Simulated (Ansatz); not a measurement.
**FH₈NSi (built from SMILES F.N.[SiH4]): a reaction path by the nudged elastic band**

Aim: the minimum-energy path between two given structures and its highest point. Both ends were relaxed at PBE0-D4 in triple zeta.

Computed with Ansatz 0.2.0, Gaussian basis. Level: PBE0-D4/def2-SVP.

29 further runs of the same task are left out: 1 that didn't finish, 28 set aside as unsound or not needed.

**1. The starting structure**

The first end: 11 atoms, charge 0, spin multiplicity 1.

Atoms are counted from 1 here; the program's logs count them from 0.

Bond lengths: Si1–H2 1.487 Å, Si1–H3 1.490 Å, Si1–H4 1.483 Å, Si1–H5 1.479 Å, H6–F7 0.969 Å, H8–N9 1.013 Å, N9–H10 1.013 Å, N9–H11 1.013 Å. Angles: H2–Si1–H3 107.2°, H2–Si1–H4 109.9°, H2–Si1–H5 110.9°, H3–Si1–H4 108.0°, H3–Si1–H5 108.9°, H4–Si1–H5 111.8°, H8–N9–H10 107.8°, H8–N9–H11 107.9°, H10–N9–H11 107.9°.

Geometry (Å):

```mol
FH8NSi
  3D, bonds by distance, orders not assigned

 11  8  0  0  0  0  0  0  0  0999 V2000
   -0.7456    0.8858   -1.6871 Si  0  0
   -0.8361   -0.5139   -1.1936 H   0  0
   -0.8479    0.8356   -3.1732 H   0  0
    0.5754    1.4611   -1.3369 H   0  0
   -1.8581    1.7048   -1.1583 H   0  0
    0.0117    0.1849    1.4063 H   0  0
   -0.5340    0.9792    1.3089 F   0  0
    0.7861   -1.6535    0.5892 H   0  0
    0.9099   -1.1557    1.4633 N   0  0
    1.8965   -0.9500    1.5654 H   0  0
    0.6420   -1.7784    2.2159 H   0  0
  1  2  8  0
  1  3  8  0
  1  4  8  0
  1  5  8  0
  6  7  8  0
  8  9  8  0
  9 10  8  0
  9 11  8  0
M  END
```

The second end:

```xyz
11

Si   -0.8162    1.2644   -0.6391
H     1.1828   -2.0505   -1.7639
H    -1.4658   -0.0481   -0.8423
H     0.6287    1.2494   -0.9521
H    -1.4825    2.2658   -1.5161
H     0.1270   -0.0405    2.0467
F    -1.0696    1.7997    0.8552
H     0.9178   -1.5792   -1.2477
N     0.4487   -0.6213    1.2817
H     1.4566   -0.6891    1.3529
H     0.0724   -1.5505    1.4246
```

**2. The band at PBE0-D4/def2-SVP**

File neb/in.yaml:

```yaml
crystal:
  periodic: [false, false, false]
  atoms:
    - {symbol: Si, position_ang: [-0.745596, 0.885768, -1.687148]}
    - {symbol: H, position_ang: [-0.836086, -0.513855, -1.193599]}
    - {symbol: H, position_ang: [-0.847885, 0.835599, -3.173184]}
    - {symbol: H, position_ang: [0.575415, 1.461149, -1.336864]}
    - {symbol: H, position_ang: [-1.858056, 1.704848, -1.158325]}
    - {symbol: H, position_ang: [0.011652, 0.184939, 1.406261]}
    - {symbol: F, position_ang: [-0.533965, 0.979193, 1.308944]}
    - {symbol: H, position_ang: [0.786096, -1.653492, 0.589217]}
    - {symbol: N, position_ang: [0.909931, -1.155749, 1.463278]}
    - {symbol: H, position_ang: [1.896454, -0.950044, 1.565413]}
    - {symbol: H, position_ang: [0.642039, -1.778356, 2.215909]}
basis:
  gaussian: {orbitals: def2-SVP}
hamiltonian: {xc: pbe0, dispersion: d4}
neb:
  images: 5
  climbing: true
  max_iterations: 40
  initial_path: idpp
  final_atoms:
    - {symbol: Si, position_ang: [-0.816159, 1.264391, -0.639079]}
    - {symbol: H, position_ang: [1.182838, -2.050549, -1.763866]}
    - {symbol: H, position_ang: [-1.465776, -0.048067, -0.842307]}
    - {symbol: H, position_ang: [0.628660, 1.249353, -0.952076]}
    - {symbol: H, position_ang: [-1.482466, 2.265823, -1.516130]}
    - {symbol: H, position_ang: [0.127050, -0.040519, 2.046680]}
    - {symbol: F, position_ang: [-1.069606, 1.799692, 0.855218]}
    - {symbol: H, position_ang: [0.917769, -1.579180, -1.247688]}
    - {symbol: N, position_ang: [0.448729, -0.621346, 1.281689]}
    - {symbol: H, position_ang: [1.456573, -0.689093, 1.352852]}
    - {symbol: H, position_ang: [0.072386, -1.550505, 1.424607]}
```

On the command line:

```bash
> ansatz run in.yaml --threads 4 --pin off --events-out ev --progress --plain --max-ram 9574MiB
```

Q: Predict the outcome of this session. Wanted: from earlier runs: barrier over the separately found saddle, CCSD(T)/def2-TZVPP.

**Answer**, as computed:

```
                                                                       quantity                                                 value
                                                PBE0-D4/def2-SVP, 22 iterations  highest 97.5 kJ/mol (image 2), last end -33.0 kJ/mol
from earlier runs: barrier over the separately found saddle, CCSD(T)/def2-TZVPP                                          125.4 kJ/mol
```

The highest image lies 97.5 kJ/mol above the first end, and it climbed, so it estimates the saddle. The ends are not quite minima at this level (largest force component 0.91 eV/Å), so the heights are unreliable: relaxing the first end would lower it and raise the barrier above it. The highest image is 27.9 kJ/mol below the CCSD(T) barrier in triple zeta, which comes from separate runs on the saddle.
